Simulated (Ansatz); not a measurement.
# BeGa3: the cost of one run

Computed with Ansatz 0.2.0 (DFT PBEsol, scalar-relativistic, plane waves, PAW, unless a step's input says otherwise).

## Step 1: The structure to begin with

The structure is tetragonal, space group I4/mmm (No. 139). Conventional cell: a = 4.087 Å, b = 4.087 Å, c = 7.581 Å, α = 90.00°, β = 90.00°, γ = 90.00°. Be (site symmetry 4/mmm) has 12 Ga at 2.79 to 2.89 Å as nearest neighbours. Ga (site symmetry -4m2) has 4 Be at 2.79 Å and 8 Ga at 2.79 to 2.89 Å as nearest neighbours. Around Ga (site symmetry 4/mmm) lie 8 Ga at 2.79 Å and 4 Be at 2.89 Å.

Structure file:

```
Be Ga
1.0
    -2.04362    2.04362    3.79068
     2.04362   -2.04362    3.79068
     2.04362    2.04362   -3.79068
Be Ga
1 3
Direct
  0.00000 0.00000 0.00000
  0.75000 0.25000 0.50000
  0.25000 0.75000 0.50000
  0.50000 0.50000 0.00000
```

The structure comes from the Materials Project (structure only).

## Step 2: A distortion that keeps the symmetry

What differs from the listed cell: strain xx, yy, zz, yz, xz, xy = +3.4, +3.4, +4.9, +0.0, +0.0, +0.0 %.

Input file input.yaml:

```yaml
crystal:
  lattice:
    - [-2.113818347, 2.113818347, 3.9777553048]
    - [2.113818347, -2.113818347, 3.9777553048]
    - [2.113818347, 2.113818347, -3.9777553048]
  atoms:
    - { symbol: Be, position: [0.0, 0.0, 0.0] }
    - { symbol: Ga, position: [0.75, 0.25, 0.5] }
    - { symbol: Ga, position: [0.25, 0.75, 0.5] }
    - { symbol: Ga, position: [0.5, 0.5, 0.0] }
basis:
  ecutwfc: 420
kpoints:
  mp_grid: { grid: [14, 14, 14] }
hamiltonian:
  xc: pbesol
scf:
  occupations: { method: gaussian, width: 0.1 }
output:
  forces: true
  stress: true
  eigenvalues: true
```

Started as:

```console
ansatz run input.yaml --threads 1 --pin off --max-ram 1331MiB --backend cpu --events-out ev --progress --plain --runs-dir out
```

What time and memory should one allow on 1 thread of an x86-64 CPU, shared host?

About 61 s, with a peak of 0.62 GiB.
